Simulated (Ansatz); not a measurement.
**GeAsH₅ (singlet): wave-function methods side by side at a displaced geometry (v2), cc-pVDZ**

One table from this session's results is given with a row withheld; the runs are named, their logs left out.

The runs use Ansatz 0.2.0, Gaussian basis; cc-pVDZ, core rule «outside noble gas», up to 28 orbitals frozen.

To be run: UHF; CCSD(T) on RHF; BCCD(T) on RHF; CISD; CCSDT(Q) on RHF; CASSCF and MRCISD+Q, 8 electrons in 8 orbitals; CASSCF and NEVPT2, 8 electrons in 8 orbitals.

8 further runs of the same task are left out: 2 that didn't finish, 6 set aside as unsound or not needed. Runs told in other sessions of the task aren't counted.

## The geometry

The geometry is a PBE0/def2-TZVP stationary point (not a proven minimum) with its atoms shifted at random (size 0.100 Å). No spin-orbit coupling is included. The filled d shell of Ge, As may be among the frozen orbitals whatever the setting's name suggests.

7 atoms, charge 0, spin multiplicity 1.

Atoms are counted from 1 here; the program's logs count them from 0.

Bond lengths: Ge1–As2 2.416 Å, Ge1–H3 1.518 Å, Ge1–H4 1.478 Å, Ge1–H5 1.616 Å, As2–H6 1.473 Å, As2–H7 1.407 Å. Angles: As2–Ge1–H3 110.7°, As2–Ge1–H4 111.8°, As2–Ge1–H5 105.0°, H3–Ge1–H4 109.5°, H3–Ge1–H5 105.0°, H4–Ge1–H5 114.6°, Ge1–As2–H6 97.7°, Ge1–As2–H7 97.3°, H6–As2–H7 97.4°.

The first run:

The input, in.yaml:

```yaml
crystal:
  periodic: [false, false, false]
  atoms:
    - {symbol: Ge, position_ang: [0.063991, -0.001536, 1.209214]}
    - {symbol: As, position_ang: [-0.036495, 0.006791, -1.205065]}
    - {symbol: H, position_ang: [0.721634, -1.272703, 1.714723]}
    - {symbol: H, position_ang: [0.793488, 1.172894, 1.733108]}
    - {symbol: H, position_ang: [-1.474623, -0.106413, 1.690719]}
    - {symbol: H, position_ang: [-0.901358, -1.173977, -1.369741]}
    - {symbol: H, position_ang: [-1.038162, 0.986167, -1.339984]}
basis:
  gaussian: {orbitals: cc-pVDZ}
magnetization: {spin_polarized: true, initial_magnetization: 0}
hamiltonian: {xc: hf}
output: {orbitals: {seedname: orbitals}}
```

Command:

```
$ ansatz run in.yaml --threads 1 --pin off --events-out ev --progress --plain --max-ram 2393MiB
```

Among the steps run: UHF; CCSD(T) on RHF; BCCD(T) on RHF; CISD; CCSDT(Q) on RHF; CASSCF and MRCISD+Q, 8 electrons in 8 orbitals; CASSCF and NEVPT2, 8 electrons in 8 orbitals.

One of the session's tables, all rows but one given; the rest of the session is left out.

```
   method  from RCCSDT(Q) (kcal/mol)
      RHF                    +168.55
     RMP2                          ?
     CISD                     +20.54
    RCCSD                      +4.80
 RCCSD(T)                      +0.83
  BCCD(T)                      +0.81
   RCCSDT                      +0.19
RCCSDT(Q)                          0
```

Q: Estimate the row for RMP2 from the others.

As computed: from RCCSDT(Q) (kcal/mol): +33.14. In the column «from RCCSDT(Q) (kcal/mol)» it lies between CISD (+20.54) and RHF (+168.55).

Not comparable, so not listed: CASSCF and MRCISD+Q, 8 electrons in 8 orbitals (they don't share determinant, frozen orbitals or solution with the rows shown, or repeat one).

Left out of the table: CASSCF frontier, NEVPT2 frontier (the active space lost an orbital or holds another state than full CI finds).

To keep in mind: Warnings in the runs' records: passed over end.
